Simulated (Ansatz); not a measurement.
NaSb2Au:

```
Na Sb Au
1.0
     4.35730    0.00000    0.00000
    -2.17865    3.77354    0.00000
     0.00000    0.00000    6.81847
Na Sb Au
1 2 1
Direct
  0.00000 0.00000 0.50000
  0.66667 0.33333 0.81632
  0.33333 0.66667 0.18368
  0.00000 0.00000 0.00000
```

The cell was built by a generator and needn't be a form met in nature.

Base run:

- Program: Ansatz 0.2.0
- Functional: RPBE
- Potentials or basis: Ansatz PAW
- Cutoff: 420 eV
- Density cutoff: 1680 eV
- k mesh: 5 × 5 × 3
- Occupations: fermi-dirac, width 0.05 eV
- Spin: no spin polarisation

Its results: band gap on the k mesh none (metal or under the smearing width); pressure 1.6 GPa; largest force 0.065 eV/Å.

Task: The run is repeated on the same cell with these changes: functional from RPBE to r2SCAN; cutoff from 420 eV to 500 eV; density cutoff from 1680 eV to 2000 eV. What comes out?

Result: Band gap on the k mesh none (metal or under the smearing width); pressure -1.5 GPa; largest force 0.156 eV/Å.

Caveats: the PAW data sets come from PBE, with cores solved anew for the run's functional, which leaves a small shift of forces and pressure; the potentials were made for another functional, which shifts forces and pressure (some runs).

Not every run made on this cell is shown here.
